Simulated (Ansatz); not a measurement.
**C₇H₈O₂: vertical ionisation energy**

The task here is to estimate one member of a computed series from the others.

Program: Ansatz 0.2.0, Gaussian basis. Level of theory: unrestricted cation, the program's frozen cores in correlated methods. These are calculated values, not measurements.

The runs, in order: UKS PBE-D4/def2-TZVPP; UKS r2SCAN-D4/def2-TZVPP; UKS PBE0-D4/def2-TZVPP; UKS B3LYP-D4/def2-TZVPP; UKS wB97X-V/def2-TZVPP; UKS wB97M-V/def2-TZVPP; UKS B2PLYP/def2-TZVPP; UHF-CCSD(T)/def2-TZVPP; UHF-MP2/def2-QZVPP; extrapolation to the limit; then −ε(HOMO) from the neutral's earlier runs with LDA (SPW92), PBE-D4, revPBE-D4, BLYP-D4, r2SCAN-D4, B97M-V, PBE0-D4, B3LYP-D4, r2SCANh-D4, r2SCAN0-D4, HSE06-D4, BHLYP-D4, CAM-B3LYP-D4, LC-ωPBE, ωB97X-V, ωB97M-V.

## The relaxed structure

All runs share one geometry, relaxed beforehand with PBE0-D4 in a triple-zeta def2 set.

SMILES `Cc1cccc(O)c1O`, 17 atoms, charge 0, spin multiplicity 1.

Atoms are counted from 1 here; the program's logs count them from 0.

Bond lengths: C1–C2 1.495 Å, C1–H10 1.090 Å, C1–H11 1.093 Å, C1–H12 1.093 Å, C2–C3 1.392 Å, C2–C8 1.390 Å, C3–C4 1.385 Å, C3–H13 1.084 Å, C4–C5 1.388 Å, C4–H14 1.083 Å, C5–C6 1.382 Å, C5–H15 1.086 Å, C6–O7 1.367 Å, C6–C8 1.393 Å, O7–H16 0.960 Å, C8–O9 1.355 Å, O9–H17 0.964 Å. Angles: C2–C1–H10 110.8°, C2–C1–H11 111.1°, C2–C1–H12 111.1°, H10–C1–H11 108.6°, H10–C1–H12 108.5°, H11–C1–H12 106.5°, C1–C2–C3 122.3°, C1–C2–C8 119.4°, C3–C2–C8 118.2°, C2–C3–C4 121.4°, C2–C3–H13 118.7°, C4–C3–H13 119.9°, C3–C4–C5 120.0°, C3–C4–H14 120.3°, C5–C4–H14 119.8°, C4–C5–C6 119.3°, C4–C5–H15 120.8°, C6–C5–H15 119.9° and more.

The first run:

Contents of in.yaml:

```yaml
crystal:
  periodic: [false, false, false]
  atoms:
    - {symbol: C, position_ang: [1.986437, -1.348273, -0.041251]}
    - {symbol: C, position_ang: [0.835683, -0.410137, -0.213310]}
    - {symbol: C, position_ang: [0.761105, 0.490122, -1.272253]}
    - {symbol: C, position_ang: [-0.314380, 1.350723, -1.412773]}
    - {symbol: C, position_ang: [-1.347001, 1.326199, -0.486093]}
    - {symbol: C, position_ang: [-1.286901, 0.437611, 0.570801]}
    - {symbol: O, position_ang: [-2.245660, 0.328184, 1.539503]}
    - {symbol: C, position_ang: [-0.203355, -0.427344, 0.709978]}
    - {symbol: O, position_ang: [-0.154216, -1.294943, 1.750173]}
    - {symbol: H, position_ang: [2.715862, -1.216954, -0.840937]}
    - {symbol: H, position_ang: [1.650592, -2.388653, -0.044186]}
    - {symbol: H, position_ang: [2.487593, -1.185868, 0.916706]}
    - {symbol: H, position_ang: [1.567310, 0.510115, -1.997239]}
    - {symbol: H, position_ang: [-0.353819, 2.044232, -2.243808]}
    - {symbol: H, position_ang: [-2.197150, 1.994861, -0.583055]}
    - {symbol: H, position_ang: [-2.952041, 0.955442, 1.368877]}
    - {symbol: H, position_ang: [-0.950072, -1.165327, 2.278888]}
basis:
  gaussian: {orbitals: def2-TZVPP}
total_charge: 1
magnetization: {spin_polarized: true, initial_magnetization: 1}
hamiltonian: {xc: pbe, dispersion: d4}
```

Command:

```sh
> ansatz run in.yaml --threads 2 --pin off --events-out ev --progress --plain --max-ram 22528MiB --backend cuda --devices 0, --max-vram 18GiB
```

Steps of the session up to this table: Cation, UKS PBE-D4/def2-TZVPP; Cation, UKS r2SCAN-D4/def2-TZVPP; Cation, UKS PBE0-D4/def2-TZVPP; Cation, UKS B3LYP-D4/def2-TZVPP; Cation, UKS wB97X-V/def2-TZVPP; Cation, UKS wB97M-V/def2-TZVPP; Cation, UKS B2PLYP (frozen core)/def2-TZVPP; Cation, UHF-CCSD(T)/def2-TZVPP; Cation, UHF-MP2/def2-QZVPP.

One table of the session follows, with a row left open; its other results are not shown here.

It belongs to the step «Ionisation energies side by side». Orbital estimates, from the neutral's runs:

| functional | −ε(HOMO) (eV) |
| --- | --- |
| LDA (SPW92) | 5.24 |
| PBE-D4 | 5.03 |
| revPBE-D4 | 4.95 |
| BLYP-D4 | 4.88 |
| r2SCAN-D4 | 5.20 |
| B97M-V | 5.21 |
| PBE0-D4 | ? |
| B3LYP-D4 | 5.91 |
| r2SCANh-D4 | 5.61 |
| r2SCAN0-D4 | 6.23 |
| HSE06-D4 | 5.71 |
| BHLYP-D4 | 7.02 |
| CAM-B3LYP-D4 | 7.34 |
| LC-ωPBE | 8.57 |
| ωB97X-V | 8.25 |
| ωB97M-V | 8.19 |

Estimate the missing values for PBE0-D4.

The run gave: −ε(HOMO) (eV): 6.10. In the column «−ε(HOMO) (eV)» it lies between B3LYP-D4 (5.91) and r2SCAN0-D4 (6.23).
